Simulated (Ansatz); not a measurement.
# Re: stress in a strained cell

Re is deformed so: equal xy, yz and zx engineering shear strains of -2 %. What stress and forces result, by LAPW, PAW and all-electron datasets made for the crystal?

Program: Ansatz 0.2.0. Level of theory: DFT LDA, scalar-relativistic. These are calculated values, not measurements.

## (1) The system as given

Symmetry: Fm-3m, No. 225, cubic system. Conventional cell: a = 3.950 Å, b = 3.950 Å, c = 3.950 Å, α = 90.00°, β = 90.00°, γ = 90.00°. Re (site symmetry m-3m) is surrounded by 12 Re at 2.79 Å.

As a file:

```xyz
1
Lattice="0.0000 1.9750 1.9750 1.9750 0.0000 1.9750 1.9750 1.9750 0.0000" Properties=species:S:1:pos:R:3 pbc="T T T"
Re    0.0000    0.0000    0.0000
```

## (2) The deformed structure

Space group Fm-3m before, R-3m after.

## (3) All-electron LAPW

input.yaml

```yaml
crystal:
  lattice:
    - [-0.0395, 1.95525, 1.95525]
    - [1.95525, -0.0395, 1.95525]
    - [1.95525, 1.95525, -0.0395]
  atoms:
    - { symbol: Re, position: [0.0, 0.0, 0.0] }
kpoints:
  mp_grid: { grid: [14, 14, 14] }
  band_path:
    path:
      - [0.0, 0.0, 0.0]
      - [0.5, 0.5, 0.5]
      - [0.2551801333, 0.5, 0.7448198667]
      - [-0.2551801333, 0.2551801333, 0.5]
      - [0.0, 0.0, 0.5]
      - [0.0, 0.0, 0.0]
      - [-0.3775900666, 0.0, 0.3775900666]
      - [0.0, 0.3775900666, 0.6224099334]
      - [0.0, 0.5, 0.5]
    npoints: 5
scf:
  occupations: { method: fermi_dirac, width: 0.03 }
hamiltonian:
  xc: lda
  pseudopotentials: { kind: all_electron, lapw: { basis_error: 0.001 } }
output:
  forces: true
  stress: true
  eigenvalues: true
```

Launch:

```console
> ansatz run input.yaml --threads 1 --pin off --max-ram 3072MiB --backend cpu --events-out ev --progress --plain --runs-dir out
```

## (4) PAW on the default files

input.yaml

```yaml
crystal:
  lattice:
    - [-0.0395, 1.95525, 1.95525]
    - [1.95525, -0.0395, 1.95525]
    - [1.95525, 1.95525, -0.0395]
  atoms:
    - { symbol: Re, position: [0.0, 0.0, 0.0] }
kpoints:
  mp_grid: { grid: [14, 14, 14] }
scf:
  occupations: { method: fermi_dirac, width: 0.03 }
hamiltonian:
  xc: lda
  pseudopotentials: { kind: paw }
output:
  forces: true
  stress: true
  eigenvalues: true
  efg: { contact_densities: true }
```

## (5) Datasets made for this crystal

input.yaml, as its differences from that of step 4:

```diff
@@ -13,3 +13,3 @@
   xc: lda
-  pseudopotentials: { kind: paw }
+  pseudopotentials: { kind: all_electron, datasets: crystal }
 output:
```

(Steps that only read results are left out.)

What does the calculation give? Wanted: pressure; largest shear or deviatoric stress.

The runs gave:

| quantity | value |
| --- | --- |
| pressure | LAPW -23.33, PAW -23.44, crystal datasets -23.34 GPa |
| largest shear or deviatoric stress (LAPW) | 2.87 GPa |

The largest part of the stress beyond the pressure is 2.87 GPa in size. No run of the undeformed cell stands beside it, so the pressure holds what the given cell had before the change. PAW: stress within 0.10 GPa of LAPW. Crystal datasets: stress within 0.01 GPa of LAPW. Spin-orbit coupling is left out, though the cell holds Re; in elements this heavy it can shift bands and gaps by tenths of an eV.
